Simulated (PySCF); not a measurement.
# CH₁₀GeO₂Si₂: a tour of settings, part 1 of 2

Which settings matter for CH₁₀GeO₂Si₂ (`C[SiH2][O][GeH2][O][SiH3]`)?

Computed with PySCF 2.14.0, with density-fitted response routines of our own, on a single molecule in the gas phase. Atoms count from 0, in the outputs and in this text.

## Step 1: Starting geometry

16 atoms, charge 0, multiplicity 1; geometry from: GFN2-xTB.

Bonds of the start (Å): C0–Si1 1.90, Si1–O2 1.64, O2–Ge3 1.72, Ge3–O4 1.72, O4–Si5 1.63, C0–H6 1.09, C0–H7 1.09, C0–H8 1.09, Si1–H9 1.47, Si1–H10 1.46, Ge3–H11 1.50, Ge3–H12 1.50, Si5–H13 1.46, Si5–H14 1.47, Si5–H15 1.46.

## Step 2: Shielding tensors: PBE0/pcSseg-1

What the job is given:

```
{"job": {"kind": "nmr", "xc": "PBE0", "basis": "pcSseg-1"}, "charge": 0, "multiplicity": 1}
C     -2.221982     0.620133     0.115762
Si    -1.405759    -1.071065    -0.163621
O     -0.297682    -1.369229     1.002548
Ge     0.951086    -0.623902     1.922875
O      1.867625     0.409236     0.891736
Si     2.205594     0.869069    -0.632013
H     -2.974266     0.833575    -0.637365
H     -2.707033     0.664995     1.088551
H     -1.482102     1.417819     0.084664
H     -0.726270    -1.115935    -1.463484
H     -2.336907    -2.183648     0.030143
H      1.833200    -1.743171     2.385909
H      0.358682     0.272352     2.972079
H      3.360163     1.742012    -0.433950
H      1.051668     1.586068    -1.182846
H      2.516385    -0.299364    -1.457432
```

Level: GIAO PBE0/pcSseg-1 NMR shielding, non-relativistic, gas phase.

Run with:

```sh
OMP_NUM_THREADS=1 python probes_run.py task.json out
```

One launch serves the whole session: the jobs run in the order shown.

The program printed:

```text
coarse grid: 60504 points
cycle   1  E = -2849.4274398453  dE = -1.399e-01  |g| = 1.404e+00  |ddm| = 3.717e+00
cycle   2  E = -2848.9802715030  dE =  4.472e-01  |g| = 2.068e+00  |ddm| = 2.253e+00
cycle   3  E = -2849.6746852159  dE = -6.944e-01  |g| = 2.523e-01  |ddm| = 1.680e+00
cycle   4  E = -2849.6850485206  dE = -1.036e-02  |g| = 7.876e-02  |ddm| = 2.132e-01
cycle   5  E = -2849.6858096459  dE = -7.611e-04  |g| = 8.819e-03  |ddm| = 5.139e-02
cycle   6  E = -2849.6858222578  dE = -1.261e-05  |g| = 4.337e-03  |ddm| = 1.059e-02
cycle   7  E = -2849.6858251366  dE = -2.879e-06  |g| = 1.760e-03  |ddm| = 3.727e-03
final grid: 124240 points
cycle   8  E = -2849.6858834061  dE =  9.865e-07  |g| = 3.020e-03  |ddm| = 3.288e-03
cycle   9  E = -2849.6858798810  dE =  3.525e-06  |g| = 5.399e-03  |ddm| = 5.373e-03
cycle  10  E = -2849.6858850067  dE = -5.126e-06  |g| = 1.301e-04  |ddm| = 3.446e-03
cycle  11  E = -2849.6858850101  dE = -3.342e-09  |g| = 1.962e-05  |ddm| = 1.328e-04
cycle  12  E = -2849.6858850102  dE = -6.730e-11  |g| = 5.461e-06  |ddm| = 1.764e-05
converged SCF energy = -2849.6858850102

GIAO shielding tensors (ppm)
atom      isotropic    diamagn.    paramagn.     s11        s22        s33       span
  0 C      186.887     256.826     -69.939    176.168    189.102    195.391     19.224
  1 Si     364.984     880.892    -515.908    313.652    362.036    419.263    105.612
  2 O      286.742     404.623    -117.881    229.467    279.957    350.800    121.333
  3 Ge    1346.222    2756.390   -1410.168   1316.652   1336.459   1385.556     68.904
  4 O      311.126     404.200     -93.074    244.934    299.800    388.646    143.712
  5 Si     388.196     880.376    -492.180    349.359    352.761    462.470    113.111
  6 H       31.725      30.293       1.432     27.559     27.984     39.631     12.072
  7 H       31.126      31.039       0.087     27.125     28.842     37.411     10.287
  8 H       31.056      35.190      -4.134     26.578     30.081     36.508      9.930
  9 H       26.312      31.967      -5.655     22.845     25.176     30.916      8.071
 10 H       26.353      29.267      -2.914     22.282     24.753     32.023      9.741
 11 H       26.412      28.014      -1.602     19.524     20.921     38.792     19.268
 12 H       26.348      29.177      -2.829     20.086     21.051     37.907     17.822
 13 H       26.438      28.903      -2.465     22.593     24.458     32.263      9.670
 14 H       26.487      32.165      -5.678     22.576     26.280     30.604      8.028
 15 H       26.449      30.594      -4.145     23.352     24.579     31.415      8.063
```

Run time: 35 s. Hardware: 1 thread of Arm Neoverse V2, shared host; peak memory 0.88 GiB.

The references, computed at this level on geometries of the same kind, shield at (ppm): 1H TMS 31.72, 13C TMS 186.9, 29Si TMS 349.2, 17O H2O 336.1, 73Ge GeMe4 1331. Their shielding less the atom's gives the shift. The references are single molecules in the gas phase, so shifts against H2O, NH3, PH3, H3PO4 or CFCl3 are not on the usual liquid scales and can be off by tens of ppm. Atoms listed in one row are averaged.

```tsv
atoms	environment	σ (ppm)	δ (ppm)
C0	methyl carbon bonded to Si	186.9	0.0
H9, H10	hydrogen on a silicon bonded to C, O	26.33	5.38
H11, H12	hydrogen on a germanium bonded to 2 O	26.38	5.34
H13, H14, H15	hydrogen on a silicon bonded to O	26.46	5.26
H6, H7, H8	hydrogen on a methyl carbon bonded to Si	31.30	0.41
Si1	silicon bonded to C, O, 2 H	365.0	-15.8
Si5	silicon bonded to O, 3 H	388.2	-39.0
O2	oxygen bonded to Ge, Si	286.7	49.3
O4	oxygen bonded to Ge, Si	311.1	25.0
Ge3	germanium bonded to 2 O, 2 H	1346	-15
```

Charges from the same density, by scheme (e):

```tsv
atoms	Mulliken	IAO	Hirshfeld	ESP fit
C0	-0.66	-0.74	-0.22	-0.67
Si1	0.85	1.01	0.40	0.84
O2	-0.84	-0.86	-0.33	-0.56
Ge3	1.04	1.10	0.51	0.68
O4	-0.85	-0.87	-0.33	-0.49
Si5	0.72	0.88	0.38	0.60
```

Mayer bond orders: C0–Si1 0.94, Si1–O2 0.92, O2–Ge3 0.79, Ge3–O4 0.77, O4–Si5 0.94.

The fields below are evaluated on a grid from the run's orbitals.

Frontier orbitals at PBE0/pcSseg-1, with the share of their density that lies nearest to each atom:

```tsv
orbital	energy (eV)	lies on
HOMO	-8.27	O2 24 %; O4 15 %; H12 13 %
LUMO	0.19	H13, H14, H15 about 14 % each; Si5 14 %; O4 14 %
```

ELF in a plane through or near 6 of the atoms.

Ten even steps from '0' (0.00) to '9' (1.00):
```
0000000000000000000000000000
0000000000000000000000000000
0000000000100000000000000000
0000000036631000000000000000
0000000168863100000000000000
0000000025621210000000000000
0000000001176221200000000000
0000000344245133200000000000
0000001687741122101110000000
0000000383472000166652000000
0001652258851000475641000000
0007999611220003653575200000
0018999811798103657999810000
0006999848999600216999700000
0000575228999700001686100000
0000000003898300000000000000
0000000000010000000000000000
0000000000000000000000000000
0000000000000000000000000000
0000000000000000000000000000
```
The map spans 12.4 Å across and 10.9 Å up, centred on the molecule. Atoms in the plane (x, y in Å): C0 (2.1, -0.7), Ge3 (-0.8, 1.8), O4 (-1.9, 0.4), H6 (2.8, -1.5), H13 (-3.6, -1.3), H14 (-1.3, -2.0).

On the surface of density 0.002 e/bohr³ the electrostatic potential runs, from the 1st to the 99th percentile, from -0.93 V near O2 to 1.41 V near Ge3.

## Step 3: Excited states and response: PBE0/def2-SVPD

Settings changed since step 2:

```diff
@@ -1,2 +1,2 @@
-{"job": {"kind": "nmr", "xc": "PBE0", "basis": "pcSseg-1"}, "charge": 0, "multiplicity": 1}
+{"job": {"kind": "uv", "xc": "PBE0", "basis": "def2-SVPD", "nstates": 6, "ntriplets": 2}, "charge": 0, "multiplicity": 1}
 C     -2.221982     0.620133     0.115762
```

Level: TDDFT PBE0/def2-SVPD, vertical, gas phase, core orbitals frozen in the response.

The program printed:

```text
coarse grid: 60504 points
cycle   1  E = -2849.1498227908  dE = -1.096e-01  |g| = 1.108e+00  |ddm| = 7.257e+00
cycle   2  E = -2848.7136784880  dE =  4.361e-01  |g| = 1.855e+00  |ddm| = 4.584e+00
cycle   3  E = -2849.3648801921  dE = -6.512e-01  |g| = 1.526e-01  |ddm| = 2.663e+00
cycle   4  E = -2849.3691032056  dE = -4.223e-03  |g| = 5.925e-02  |ddm| = 4.746e-01
cycle   5  E = -2849.3697154553  dE = -6.122e-04  |g| = 6.403e-03  |ddm| = 9.806e-02
cycle   6  E = -2849.3697262320  dE = -1.078e-05  |g| = 2.621e-03  |ddm| = 2.664e-02
cycle   7  E = -2849.3697274418  dE = -1.210e-06  |g| = 9.976e-04  |ddm| = 5.000e-03
final grid: 124240 points
cycle   8  E = -2849.3697566216  dE =  2.605e-07  |g| = 1.783e-03  |ddm| = 1.091e-02
cycle   9  E = -2849.3697552260  dE =  1.396e-06  |g| = 3.239e-03  |ddm| = 7.529e-03
cycle  10  E = -2849.3697572271  dE = -2.001e-06  |g| = 5.732e-05  |ddm| = 4.877e-03
cycle  11  E = -2849.3697572279  dE = -8.295e-10  |g| = 8.489e-06  |ddm| = 1.494e-04
converged SCF energy = -2849.3697572279

Static polarisability (au): isotropic 95.875, principal 90.761 95.407 101.456

Singlet excitations
state   eV       nm        f      main configurations
  1   6.9930    177.3   0.00027   H->L 0.80, H-2->L 0.16
  2   7.2103    172.0   0.00048   H-1->L 0.83
  3   7.2815    170.3   0.00184   H->L+1 0.57, H-2->L 0.28
  4   7.4881    165.6   0.00351   H-2->L 0.47, H->L+1 0.32, H->L 0.12
  5   7.5532    164.1   0.00364   H-1->L+1 0.81, H-3->L 0.10
  6   7.6996    161.0   0.01693   H->L+2 0.79, H-2->L+1 0.09

Triplet excitations (Tamm-Dancoff, eV): 6.7034 6.8529
```

Wall time 54 s (1 thread of Arm Neoverse V2, shared host); peak memory 0.92 GiB.

Frontier orbitals and where they lie:

```tsv
orbital	eV	atoms
HOMO−3	-9.14	O4 19 %, Si5 16 %, H13 13 %
HOMO−2	-8.66	O4 27 %, Si5 13 %, C0 11 %
HOMO−1	-8.46	O2 26 %, O4 20 %, Si1 14 %
HOMO	-8.27	O2 23 %, O4 13 %, C0 12 %
LUMO	-0.02	Si5 27 %, Ge3 16 %, O4 9 %
LUMO+1	0.39	Ge3 22 %, Si1 18 %, O2 12 %
LUMO+2	0.46	Ge3 15 %, Si5 14 %, Si1 11 %
```

With each of the 6 states as a Gaussian band of 0.4 eV half-width at 1/e, the curve within the window shown has maxima at 162 nm (ε 970) L/(mol cm). Beyond the last state computed it falls off for lack of states. The curve at chosen wavelengths:

```json
{"nm": "155", "ε (L/mol/cm)": "464"}
{"nm": "157", "ε (L/mol/cm)": "664"}
{"nm": "158", "ε (L/mol/cm)": "758"}
{"nm": "160", "ε (L/mol/cm)": "906"}
{"nm": "161", "ε (L/mol/cm)": "950"}
{"nm": "163", "ε (L/mol/cm)": "971"}
{"nm": "164", "ε (L/mol/cm)": "949"}
{"nm": "166", "ε (L/mol/cm)": "850"}
{"nm": "167", "ε (L/mol/cm)": "783"}
{"nm": "169", "ε (L/mol/cm)": "630"}
{"nm": "170", "ε (L/mol/cm)": "553"}
{"nm": "172", "ε (L/mol/cm)": "409"}
{"nm": "173", "ε (L/mol/cm)": "346"}
{"nm": "175", "ε (L/mol/cm)": "240"}
{"nm": "176", "ε (L/mol/cm)": "198"}
{"nm": "178", "ε (L/mol/cm)": "131"}
{"nm": "179", "ε (L/mol/cm)": "105"}
{"nm": "181", "ε (L/mol/cm)": "67"}
{"nm": "182", "ε (L/mol/cm)": "53"}
{"nm": "184", "ε (L/mol/cm)": "33"}
{"nm": "185", "ε (L/mol/cm)": "25"}
{"nm": "187", "ε (L/mol/cm)": "15"}
{"nm": "188", "ε (L/mol/cm)": "12"}
{"nm": "190", "ε (L/mol/cm)": "7"}
{"nm": "191", "ε (L/mol/cm)": "5"}
{"nm": "193", "ε (L/mol/cm)": "3"}
```

Leading natural transition orbitals of singlet state 6: the hole lies on O2 26 %; O4 13 %; H12 12 %; the particle on H12 18 %; H11 14 %; H6, H7 about 9 % each.

Leading natural transition orbitals of singlet state 1: the hole lies on O4 33 %; 4 H atoms about 11 % each; O2 10 %; the particle on H13, H14, H15 about 13 % each; O4 14 %; Si5 11 %.

Further results of this job:

```tsv
property	computed
dipole moment (D)	0.79
polarisability (Å³)	14.21
HOMO–LUMO gap (eV)	8.25
−ε(HOMO) (eV)	8.27
```

(Continued in part 2 of 2.)
